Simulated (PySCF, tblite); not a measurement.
**C6H7FN radical: geometry, infrared bands and EPR parameters**

Wanted: the infrared bands and EPR parameters of C6H7FN radical (`[H]/N=C/[C@@H]1[C@@H](F)[C@@]12[CH]C2`), by calculation.

The runs use tblite 0.8.0 and PySCF 2.14.0, with density-fitted response routines of our own; the level of theory stands in each step. All values are computed, except where a source is named. Atoms are numbered from 0 throughout.

### Step 1. The molecule as given

15 atoms, charge 0, multiplicity 2; geometry from: force field or distance geometry start.

Bonds of the start (Å): N0–C1 1.30, C1–C2 1.45, C2–C3 1.55, C3–F4 1.37, C3–C5 1.45, C5–C6 1.42, C6–C7 1.49, C5–C2 1.47, C7–C5 1.43, N0–H8 1.02, C1–H9 1.10, C2–H10 1.09, C3–H11 1.09, C6–H12 1.09, C7–H13 1.08, C7–H14 1.08.

### Step 2. Optimising the geometry with GFN2-xTB

Job settings and geometry (Å):

```
{"job": {"kind": "relax", "xc": "GFN2-xTB", "basis": "xTB"}, "charge": 0, "multiplicity": 2}
N      2.733700    -0.015300     0.155000
C      1.695100    -0.535500    -0.425100
C      0.539800     0.301000    -0.683800
C      0.000900     1.257400     0.405900
F     -0.491000     2.475200     0.010000
C     -0.718500     0.052000     0.024100
C     -2.011000    -0.046300    -0.543500
C     -1.570300    -0.985200     0.524300
H      3.466700    -0.721400     0.272600
H      1.663600    -1.601700    -0.710800
H      0.471400     0.684800    -1.701700
H      0.520100     1.320100     1.357200
H     -2.797000     0.685000    -0.361400
H     -2.069000    -0.863600     1.469400
H     -1.438800    -1.998500     0.185900
```

Started as:

```sh
OMP_NUM_THREADS=1 python probes_run.py task.json out
```

One launch serves the whole session: the jobs run in the order shown.

**Question.** This job is followed by: GFN2-xTB harmonic vibrations, gas phase; UKS B3LYP, pcH-1 on C F H N, non-relativistic, mean-field spin-orbit, GIAO. Predict these results of the whole session: strongest single infrared mode (GFN2-xTB); zero-point energy (GFN2-xTB); g(iso) (B3LYP); ⟨S²⟩; largest a(iso); potential on the surface of density 0.002 e/bohr³, 1st and 99th percentile.

As calculated:

```
                                                                  quantity                  value
                                 strongest single infrared mode (GFN2-xTB)  1693 cm⁻¹, 173 km/mol
                                              zero-point energy (GFN2-xTB)          69.8 kcal/mol
                                                            g(iso) (B3LYP)                2.00278
                                                                      ⟨S²⟩     0.755 (exact 0.75)
                                                            largest a(iso)   13C on C6, 189.5 MHz
potential on the surface of density 0.002 e/bohr³, 1st and 99th percentile     -1.46 V and 1.38 V
```

Over 111 steps the energy fell by 0.719 eV; of the close pairs, C5–C7 changed most, 1.432 to 1.502 Å. All 39 modes are real, so the xTB geometry is a minimum. The strongest single mode, at 1693 cm⁻¹, moves mainly C1 and N0. Unscaled tight-binding wavenumbers are off by several per cent, some by more. Its intensities can rank the bands wrongly. Most of the unpaired spin sits on C6 (0.94 e). The isotropic g lies 0.5 ppt above the free-electron value. These values are for one conformer; the search (at its own cheap level) found 1 more, at 0.51 kcal/mol, and measured spectra average over such forms.
